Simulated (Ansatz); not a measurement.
# BrCl2HSn: small, medium and large basis sets

One table from this session's results is given with a row withheld; the runs are named, their logs left out.

Method: one geometry, several basis sets; program: Ansatz 0.2.0, Gaussian basis.

The runs, in order: PBE0-D4/def2-SVP; ωB97M-V/def2-SVP; PBE0-D4/def2-QZVPP; ωB97M-V/def2-QZVPP; the functionals' def2-TZVPP values are taken from earlier runs.

## The geometry

The geometry comes from an earlier relaxation with PBE0-D4 in a triple-zeta def2 set; it is a stationary point. Sn takes the def2 core potential; no spin-orbit term is included.

SMILES `[Cl][SnH]([Cl])[Br]`, 5 atoms, charge 0, spin multiplicity 1.

Atoms are counted from 1 here; the program's logs count them from 0.

Bond lengths: Cl1–Sn2 2.303 Å, Sn2–Cl3 2.303 Å, Sn2–Br4 2.448 Å, Sn2–H5 1.693 Å. Angles: Cl1–Sn2–Cl3 107.0°, Cl1–Sn2–Br4 107.9°, Cl1–Sn2–H5 110.8°, Cl3–Sn2–Br4 107.9°, Cl3–Sn2–H5 110.8°, Br4–Sn2–H5 112.2°.

The first run:

The input, in.yaml:

```yaml
crystal:
  periodic: [false, false, false]
  atoms:
    - {symbol: Cl, position_ang: [0.115331, -1.163344, 1.928422]}
    - {symbol: Sn, position_ang: [0.159694, -0.051858, -0.088101]}
    - {symbol: Cl, position_ang: [0.125582, 2.202061, 0.383512]}
    - {symbol: Br, position_ang: [-1.897345, -0.600209, -1.296268]}
    - {symbol: H, position_ang: [1.546637, -0.460449, -0.968965]}
basis:
  gaussian: {orbitals: def2-SVP}
hamiltonian: {xc: pbe0, dispersion: d4}
output: {orbitals: {seedname: orbitals}}
```

Launch:

```bash
$ ansatz run in.yaml --threads 2 --pin off --events-out ev --progress --plain --max-ram 32768MiB --backend cpu
```

Among the steps run: PBE0-D4 in def2-SVP; ωB97M-V in def2-SVP; PBE0-D4 in def2-QZVPP; ωB97M-V in def2-QZVPP.

One of the session's tables, all rows but one given; the rest of the session is left out.

It belongs to the step «Density functionals: the series». 

```
functional       basis  HOMO (eV)  LUMO (eV)
   PBE0-D4    def2-SVP      -8.85      -2.25
   PBE0-D4  def2-TZVPP      -8.98      -2.39
   PBE0-D4  def2-QZVPP      -8.99      -2.42
   ωB97M-V    def2-SVP     -11.03      -0.14
   ωB97M-V  def2-TZVPP     -11.19      -0.39
   ωB97M-V  def2-QZVPP          ?          ?
```

Q: Estimate the row for ωB97M-V, def2-QZVPP from the others.

The run gave: HOMO (eV): -11.22; LUMO (eV): -0.47. In the column «HOMO (eV)» it is the lowest.
